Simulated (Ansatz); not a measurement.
# GaNH₄ (triplet): from Hartree-Fock to the top rungs, cc-pVTZ

An exercise on one series of results from a longer session: the logs are not shown, and one member is left open.

The runs use Ansatz 0.2.0, Gaussian basis; cc-pVTZ, core rule «outside noble gas», up to 15 orbitals frozen.

To be run: UHF; CCSD(T) on ROHF; CCSD(T) on UHF; BCCD(T) on ROHF; CCSDT(Q) on ROHF; CCSDT(Q) on UHF.

6 further runs of the same task are left out: 3 for a known fault of the program, 3 set aside as unsound or not needed.

### The system

The geometry is a PBE0/def2-TZVP stationary point (not a proven minimum) of the parent state, kept for this charge and spin. No spin-orbit coupling is included. The filled d shell of Ga may be among the frozen orbitals whatever the setting's name suggests; the logs give the count.

6 atoms, charge 0, spin multiplicity 3.

Atoms are counted from 1 here; the program's logs count them from 0.

Bond lengths: N1–Ga2 1.814 Å, N1–H3 1.006 Å, N1–H4 1.006 Å, Ga2–H5 1.561 Å, Ga2–H6 1.561 Å. Angles: Ga2–N1–H3 124.0°, Ga2–N1–H4 124.0°, H3–N1–H4 111.9°, N1–Ga2–H5 116.8°, N1–Ga2–H6 116.8°, H5–Ga2–H6 126.5°.

Set-up of the first run:

Contents of in.yaml:

```yaml
crystal:
  periodic: [false, false, false]
  atoms:
    - {symbol: N, position_ang: [0.000000, 0.000000, 1.485666]}
    - {symbol: Ga, position_ang: [0.000000, 0.000000, -0.327885]}
    - {symbol: H, position_ang: [0.000000, 0.833308, 2.048783]}
    - {symbol: H, position_ang: [0.000000, -0.833308, 2.048783]}
    - {symbol: H, position_ang: [0.000000, 1.394263, -1.030956]}
    - {symbol: H, position_ang: [0.000000, -1.394263, -1.030956]}
basis:
  gaussian: {orbitals: cc-pVTZ}
magnetization: {spin_polarized: true, initial_magnetization: 2}
hamiltonian: {xc: hf}
output: {orbitals: {seedname: orbitals}}
```

Run with:

```
$ ansatz run in.yaml --threads 1 --pin off --events-out ev --progress --plain --max-ram 4096MiB --backend cpu
```

Among the steps run: UHF; CCSD(T) on ROHF; CCSD(T) on UHF; BCCD(T) on ROHF; CCSDT(Q) on ROHF; CCSDT(Q) on UHF.

One table of the session follows, with a row left open; its other results are not shown here.

| method | from UCCSDT(Q) (meV) |
| --- | --- |
| ROHF | +8466.0 |
| UHF | +8231.8 |
| RMP2 | +1176.3 |
| UMP2 | +1192.7 |
| RCCSD | +262.4 |
| UCCSD | +253.4 |
| RCCSD(T) | +37.4 |
| UCCSD(T) | +32.9 |
| BCCD(T) | +37.2 |
| RCCSDT | +12.9 |
| UCCSDT | ? |
| RCCSDT(Q) | +5.4 |
| UCCSDT(Q) | 0 |

Q: Estimate the row for UCCSDT from the others.

The run gave: from UCCSDT(Q) (meV): +7.5. In the column «from UCCSDT(Q) (meV)» it lies between RCCSDT(Q) (+5.4) and RCCSDT (+12.9).

To keep in mind: Restricted and unrestricted rows rest on different reference determinants; where their highest levels disagree by more than a few hundredths of an eV, they describe different states and don't form one ladder.
